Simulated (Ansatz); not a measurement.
# CH6GaNS: the cost of one run

Method: RKS BHLYP-D4/def2-SVP; program: Ansatz 0.2.0.

## Step 1: Reference run: CH₆GaNS, relaxed

input.yaml

```yaml
crystal:
  periodic: [false, false, false]
  atoms:
    - { symbol: Ga, position_ang: [-0.613233, -0.732849, 1.721398] }
    - { symbol: "N", position_ang: [-0.309066, 0.458824, -0.168716] }
    - { symbol: C, position_ang: [0.452544, -0.021298, -1.317365] }
    - { symbol: S, position_ang: [0.688381, 0.691294, 2.586401] }
    - { symbol: H, position_ang: [0.380755, 1.002285, 0.84367] }
    - { symbol: H, position_ang: [-1.532379, -1.990834, 1.661487] }
    - { symbol: H, position_ang: [-1.088503, 1.071818, -0.446702] }
    - { symbol: H, position_ang: [1.343393, -0.578289, -0.960146] }
    - { symbol: H, position_ang: [0.816443, 0.810089, -1.960906] }
    - { symbol: H, position_ang: [-0.138236, -0.71094, -1.959123] }
basis:
  gaussian: { orbitals: def2-SVP }
hamiltonian:
  xc: { name: BHLYP }
  dispersion: d4
output:
  forces: true
relax:
  f_tol: 0.02
  max_steps: 120
  constraints: [{ distance: [1, 4] }, { distance: [0, 1] }, { distance: [3, 4] }]
  escape_saddle: false
```

Command:

```console
> ansatz run input.yaml --threads 1 --pin off --max-ram 2560MiB --backend cpu --events-out ev --progress --plain --runs-dir out
```

**Question.** How long does this run take on 1 thread of Arm Neoverse V2, shared host, and how much memory does it need?

About 27 s, with a peak of 0.25 GiB.
